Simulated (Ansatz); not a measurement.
## C3H7Ge, SMILES C=C[CH2][GeH2]: a geometry optimisation, step by step

Program: the Ansatz DFT code, driven from Python.

At the Python prompt:
```pycon
>>> import warnings
>>> import ansatz as az
>>> import numpy as np
>>> warnings.simplefilter('ignore', az.DeckWarning)
>>> geometry_ang = [
...     ('C', (-1.5199, 0.8172, -0.0828)),
...     ('C', (-0.8007, 0.0903, 0.7774)),
...     ('C', (0.2921, -0.8264, 0.3128)),
...     ('Ge', (1.8225, 0.1978, -0.3298)),
...     ('H', (-1.3234, 0.7756, -1.15)),
...     ('H', (-2.3148, 1.4599, 0.2813)),
...     ('H', (-1.0344, 0.1387, 1.8368)),
...     ('H', (0.6269, -1.4589, 1.1613)),
...     ('H', (-0.0806, -1.4897, -0.4964)),
...     ('H', (1.3916, 1.0733, -1.5341)),
...     ('H', (2.9407, -0.7779, -0.7766)),
... ]
>>> geometry = az.Crystal.molecule()
>>> for symbol, xyz in geometry_ang:
...     geometry = geometry.atom(symbol, xyz)
...
>>> model = (
...     geometry.calculation()
...     .basis(gaussian='def2-SVP')
...     .functional('B3LYP', dispersion='d3bj')  # exchange and correlation
...     .spin('collinear', total=1)
... )
>>> symbols = [site.symbol for site in geometry.cartesian_sites]
>>> start = np.array([site.position_ang for site in geometry.cartesian_sites], dtype=float)
>>> def progress(event):
...     if event['event'] == 'relax_step':
...         row = event['data']
...         print(f'step {row["step"]:3d}  E = {row["lagrangian_ev"]:.6f} eV  max force {row["allowed_force_max_ev_ang"]:.4f} eV/A')
...
>>> rep = model.relax(force_tolerance=0.005).session().plan().execute(on_event=progress).report
step   1  E = -59733.684753 eV  max force 0.8973 eV/A
step   2  E = -59733.742976 eV  max force 0.4175 eV/A
step   3  E = -59733.762006 eV  max force 0.2390 eV/A
step   4  E = -59733.783237 eV  max force 0.1357 eV/A
step   5  E = -59733.790360 eV  max force 0.3642 eV/A
step   6  E = -59733.798947 eV  max force 0.1908 eV/A
step   7  E = -59733.790461 eV  max force 0.3356 eV/A
step   8  E = -59733.806585 eV  max force 0.0591 eV/A
step   9  E = -59733.807551 eV  max force 0.1182 eV/A
step  10  E = -59733.809026 eV  max force 0.0737 eV/A
step  11  E = -59733.809332 eV  max force 0.0591 eV/A
step  12  E = -59733.809573 eV  max force 0.0113 eV/A
step  13  E = -59733.809596 eV  max force 0.0053 eV/A
step  14  E = -59733.809603 eV  max force 0.0020 eV/A
>>> end = np.array(rep['positions_ang'])
>>> for key in ('converged', 'free_energy_ev', 'reference_energy_ev', 'n_frozen', 'n_occupied', 'n_virtual'):
...     print(f'{key:22s} {rep[key]}')
...
converged              True
free_energy_ev         -59733.80985785903
reference_energy_ev    -59733.41443051368
n_frozen               0
n_occupied             [29, 28]
n_virtual              [80, 81]
>>> print('final positions (A) and the move of each atom')
final positions (A) and the move of each atom
>>> for symbol, xyz, old in zip(symbols, end, start):
...     print(f'{symbol:2s} {xyz[0]:10.5f} {xyz[1]:10.5f} {xyz[2]:10.5f}   {np.linalg.norm(xyz - old):7.4f}')
...
C    -1.76862    0.68552   -0.03697    0.2851
C    -0.75836    0.20597    0.69753    0.1468
C     0.26837   -0.76831    0.22472    0.1081
Ge    2.02603    0.10038   -0.18553    0.2678
H    -1.92936    0.36120   -1.07067    0.7384
H    -2.47079    1.41838    0.36849    0.1835
H    -0.63796    0.56801    1.72669    0.5946
H     0.46703   -1.55233    0.97272    0.2643
H    -0.04041   -1.26032   -0.71383    0.3186
H     1.81788    1.20580   -1.25809    0.5248
H     3.02620   -0.96442   -0.72516    0.2115
>>> with open('c3h7ge_opt.xyz', 'w') as handle:
...     handle.write(f'{len(symbols)}\nrelaxed C3H7Ge\n')
...     handle.writelines(f'{s:2s} {x:11.6f} {y:11.6f} {z:11.6f}\n' for s, (x, y, z) in zip(symbols, end))
...
18
```

`c3h7ge_opt.xyz`, as written:
```text
11
relaxed C3H7Ge
C    -1.768620    0.685524   -0.036966
C    -0.758361    0.205973    0.697526
C     0.268366   -0.768307    0.224724
Ge    2.026029    0.100382   -0.185526
H    -1.929360    0.361200   -1.070666
H    -2.470794    1.418380    0.368492
H    -0.637958    0.568007    1.726686
H     0.467034   -1.552327    0.972717
H    -0.040415   -1.260317   -0.713829
H     1.817876    1.205805   -1.258095
H     3.026202   -0.964420   -0.725163
```

What to keep in mind:
- Total energies depend on the basis set; only differences at equal settings carry meaning.
- The end point is the stationary point reached from this start; no frequency run checks that it is a minimum, and the basis set is modest.
- The species is open-shell (spin multiplicity 2).
- Total less reference energy is the dispersion correction.
- b3lyp holds the VWN-RPA fit, as in Gaussian; the form of ORCA and Turbomole is b3lyp5.
- Run time: 2.2 min on 1 thread of Arm Neoverse V2, with other jobs on the host, peak memory 0.43 GiB.

(Lines on the test bed's own set-up are left out of the output.)
